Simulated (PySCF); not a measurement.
# C10H23P: the cost of one run

Computed with PySCF 2.14.0 and routines of our own; the level stands in each step. Atoms count from 0.

### 1 The starting structure

34 atoms, charge 0, multiplicity 1; geometry from: GFN2-xTB.

### 2 Magnetic properties: GIAO B97-2/pcSseg-1

Job settings and geometry (Å):

```
{"job": {"kind": "mag", "xc": "B97-2", "basis": "pcSseg-1", "isotopologues": 0}, "charge": 0, "multiplicity": 1}
C     -0.504676    -1.944615    -1.412862
P     -0.245353    -0.750399    -0.231515
C      0.417680    -1.642593     1.220286
C      1.060001     0.422049    -0.861695
C      0.773184     0.724098    -2.331198
C      2.462147    -0.185038    -0.728962
C      3.184891     0.234458     0.545199
C     -1.535636     0.422423     0.628105
C     -0.994993     1.281281     1.765475
C     -2.122240     1.313424    -0.463168
C     -2.627964    -0.510668     1.145357
H     -1.110868    -2.754776    -1.009165
H     -0.930817    -1.559499    -2.334650
H      1.294945    -2.201824     0.904213
H      0.662265    -0.986004     2.050157
H     -0.343780    -2.354916     1.534249
H      1.010160     1.353050    -0.287891
H      1.470325     1.475052    -2.701895
H      0.895339    -0.182965    -2.917507
H     -0.237925     1.094286    -2.478574
H      3.062825     0.140369    -1.582290
H      2.387032    -1.273749    -0.793540
H      3.329191     1.313498     0.556888
H      4.163053    -0.238849     0.598348
H      2.623717    -0.041392     1.432912
H     -1.779117     1.956100     2.109297
H     -0.685365     0.673963     2.612512
H     -0.150017     1.886563     1.444984
H     -3.018236     1.818833    -0.103001
H     -2.397921     0.709931    -1.329076
H     -1.408955     2.073789    -0.774648
H     -2.928562    -1.203032     0.357507
H     -2.282677    -1.089923     1.999651
H     -3.505101     0.056662     1.454536
```

With the program's defaults for keys left out, this is: GIAO B97-2/pcSseg-1 magnetisability, rotational g tensor and spin-rotation constants, non-relativistic, gas phase.

Command:

```console
OMP_NUM_THREADS=1 python excited_run.py task.json out
```

One launch serves the whole session: the jobs run in the order shown.

**Question.** How long does this first job take on 1 thread of AMD EPYC 7R43, shared host, and how much memory does it need?

About 2.4 min, with a peak of 1.7 GiB.
